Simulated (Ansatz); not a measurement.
# AlGa3P4: the cost of one run

Program: Ansatz 0.2.0. Level of theory: DFT PBE, scalar-relativistic, plane waves, PAW. These are calculated values, not measurements.

2 further runs of the same task are left out: 1 that didn't finish, 1 set aside as unsound or not needed. Runs told in other sessions of the task aren't counted.

## 1. The system as given

Symmetry: I-42m, No. 121, tetragonal system. Conventional cell: a = 5.507 Å, b = 5.507 Å, c = 11.014 Å, α = 90.00°, β = 90.00°, γ = 90.00°. Al (site symmetry -42m) is surrounded by 4 P at 2.38 Å. Ga (site symmetry -42m) has 4 P at 2.39 Å in its first shell of neighbours. Ga (site symmetry -4) is surrounded by 4 P at 2.39 Å. P (site symmetry m) has 1 Al at 2.38 Å and 3 Ga at 2.39 Å in its first shell of neighbours.

Structure file:

```cif
data_structure
_symmetry_space_group_name_H-M 'I-42m'
_symmetry_Int_Tables_number 121
_cell_length_a 5.5073
_cell_length_b 5.5073
_cell_length_c 11.0142
_cell_angle_alpha 90.000
_cell_angle_beta 90.000
_cell_angle_gamma 90.000
_cell_volume 334.06
loop_
_atom_site_label
_atom_site_type_symbol
_atom_site_symmetry_multiplicity
_atom_site_Wyckoff_symbol
_atom_site_fract_x
_atom_site_fract_y
_atom_site_fract_z
_atom_site_occupancy
Al1 Al 2 b 0.50000 0.50000 0.00000 1
Ga1 Ga 2 a 0.00000 0.00000 0.00000 1
Ga2 Ga 4 d 0.50000 0.00000 0.25000 1
P1 P 8 i 0.75039 0.75039 0.37526 1
```

It is the end of an earlier relaxation with the same method, from a generated guess; it needn't be the stable form of this composition. At a tolerance of 0.02 Å it has space group I-42m (No. 121); it has 20.88 Å³/atom, an uncorrected energy of -0.48 eV/atom over the elements and, on its mesh, gap 1.63 eV.

## 2. The cell scaled to 0.97 of its volume

File input.yaml:

```yaml
crystal:
  lattice:
    - [-2.7258138517, 2.7258138517, 5.4514485319]
    - [2.7258138517, -2.7258138517, 5.4514485319]
    - [2.7258138517, 2.7258138517, -5.4514485319]
  atoms:
    - { symbol: Al, position: [0.5, 0.5, 0.0] }
    - { symbol: Ga, position: [0.0, 0.0, 0.0] }
    - { symbol: Ga, position: [0.25, 0.75, 0.5] }
    - { symbol: Ga, position: [0.75, 0.25, 0.5] }
    - { symbol: P, position: [0.125649, 0.125649, 0.500781] }
    - { symbol: P, position: [0.375132, 0.874351, 0.0] }
    - { symbol: P, position: [0.624868, 0.624868, 0.499219] }
    - { symbol: P, position: [0.874351, 0.375132, 0.0] }
basis:
  ecutwfc: 420
kpoints:
  mp_grid: { grid: [8, 8, 8] }
hamiltonian:
  xc: pbe
scf:
  occupations: { method: gaussian, width: 0.02 }
output:
  forces: true
  stress: true
  eigenvalues: true
relax:
  adjacent_minimum: "off"
  f_tol: 0.01
  max_steps: 30
  cell: { stress_tol: 0.1, fix: [volume] }
```

Run with:

```sh
$ ansatz run input.yaml --threads 4 --pin off --max-ram 8192MiB --backend cpu --events-out ev --progress --plain --runs-dir out
```

**Question.** How long does this run take on 4 threads of Arm Neoverse V1, shared host, and how much memory does it need?

About 24 s, with a peak of 0.66 GiB.
